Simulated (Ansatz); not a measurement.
Task: a rigid torsion scan of AlClH₅NOSi, SMILES [NH2][Al]([OH])[SiH2]Cl, with the Python package of Ansatz (0.2.0). Give the script and its output. Level of theory (for the species named): PBE, cc-pVDZ basis, multiplicity 1.

```xyz
10

N    -1.6186   -1.2652   -0.5012
Al   -0.0559   -0.6904    0.3559
O     0.8220   -1.8739    1.4061
Si    0.8510    1.5097    0.0495
Cl   -0.5098    2.5454   -1.2342
H    -2.4077   -0.5342   -0.2091
H    -1.4945   -1.0655   -1.5319
H     1.5214   -2.3114    0.7964
H     0.8558    2.1973    1.3962
H     2.1194    1.4370   -0.5248
```

`torsion_alclh5nosi.py`
```python
# -*- coding: utf-8 -*-
import ansatz as az
from ase import Atoms

atoms = Atoms(["N", "Al", "O", "Si", "Cl", "H", "H", "H", "H", "H"], positions=[
    (-1.6186, -1.2652, -0.5012),
    (-0.0559, -0.6904, 0.3559),
    (0.822, -1.8739, 1.4061),
    (0.851, 1.5097, 0.0495),
    (-0.5098, 2.5454, -1.2342),
    (-2.4077, -0.5342, -0.2091),
    (-1.4945, -1.0655, -1.5319),
    (1.5214, -2.3114, 0.7964),
    (0.8558, 2.1973, 1.3962),
    (2.1194, 1.437, -0.5248),
])

first = az.Crystal.molecule_from_ase(atoms).calculation()
first = first.basis(gaussian="cc-pVDZ")
first = first.functional("pbe")
first = first.relax(force_tolerance=0.02, max_steps=80)
atoms.positions = first.run(threads=1).report["positions_ang"]

start = atoms.get_dihedral(2, 1, 0, 5)
energies = {}
for turn in range(0, 360, 30):
    turned = atoms.copy()
    turned.set_dihedral(2, 1, 0, 5, start + turn, indices=[0, 5, 6])
    setup = (
        az.Crystal.molecule_from_ase(turned).calculation()
        .basis(gaussian="cc-pVDZ")
        .functional("pbe")
    )
    energies[round((start + turn) % 360)] = setup.run(threads=1).report["free_energy_ev"]
floor = min(energies.values())
print("dihedral O2-Al1-N0-H5 (deg)   E - E(min) (kJ/mol)")
for angle, e in sorted(energies.items()):
    print(f"{angle:8d} {96.485332 * (e - floor):14.3f}  " + "#" * int(30 * (e - floor) / max(max(energies.values()) - floor, 1e-9)))
```

```console
$ python torsion_alclh5nosi.py
dihedral O2-Al1-N0-H5 (deg)   E - E(min) (kJ/mol)
       0          0.000
      30          7.382  #######
      60         22.876  #####################
      90         31.331  #############################
     120         23.362  ######################
     150          8.351  #######
     180          1.247  #
     210          8.384  ########
     240         23.390  ######################
     270         31.338  ##############################
     300         22.862  #####################
     330          7.359  #######
```

The scan is rigid and the energies are electronic, in a modest basis. With rigid groups the curve can differ much from the relaxed path, the start wasn't checked as a minimum of this torsion, and equivalent turns needn't return to the same energy. Finished in 2.2 min on 1 thread of Arm Neoverse V2, on a shared host, peak memory 0.25 GiB.
